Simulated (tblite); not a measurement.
# C5H12O2Si: the cost of one run

Programs: tblite 0.8.0 and PySCF 2.14.0, with density-fitted response routines of our own. Each step states its level of theory. These are calculated values for one molecule in the gas phase, unless marked as measured. Atoms are numbered from 0 throughout.

## Step 1: Starting geometry

20 atoms, charge 0, multiplicity 1; geometry from: force field or distance geometry start.

Bonds of the start (Å): C0–C1 1.50, C1–Si2 1.84, Si2–O3 1.70, O3–C4 1.38, C4–C5 1.51, C4–C6 1.49, C6–O7 1.38, C4–C1 1.48, C0–H8 1.11, C0–H9 1.12, C0–H10 1.12, C1–H11 1.12, Si2–H12 1.44, Si2–H13 1.47, C5–H14 1.10, C5–H15 1.10, C5–H16 1.12, C6–H17 1.14, C6–H18 1.12, O7–H19 0.98.

## Step 2: Optimising the geometry with GFN2-xTB

What the job is given:

```
{"job": {"kind": "relax", "xc": "GFN2-xTB", "basis": "xTB"}, "charge": 0, "multiplicity": 1}
C      1.102500     1.344600     0.976300
C      0.927200     0.040200     0.263900
Si     1.318000     0.218800    -1.521400
O     -0.314400     0.620100    -1.238300
C     -0.415900    -0.332500    -0.239000
C     -0.566700    -1.705200    -0.853100
C     -1.475300    -0.127500     0.794500
O     -1.361700     1.031800     1.533700
H      0.509500     2.165600     0.520100
H      0.885100     1.308600     2.071500
H      2.165600     1.678100     0.875900
H      1.448800    -0.827800     0.743100
H      1.600900    -1.010500    -2.211400
H      2.192200     1.350600    -1.862200
H     -0.061700    -2.476600    -0.245500
H     -0.285900    -1.721300    -1.912500
H     -1.667300    -1.927000    -0.829800
H     -1.399900    -1.035800     1.477000
H     -2.497300    -0.211800     0.344600
H     -2.108700     1.628500     1.309400
```

Started as:

```bash
$ OMP_NUM_THREADS=1 python probes_run.py task.json out
```

One launch serves the whole session: the jobs run in the order shown.

**Question.** How long does this first job take on 1 thread of Arm Neoverse N1, shared host, and how much memory does it need?

About 1.4 s, with a peak of 0.18 GiB.
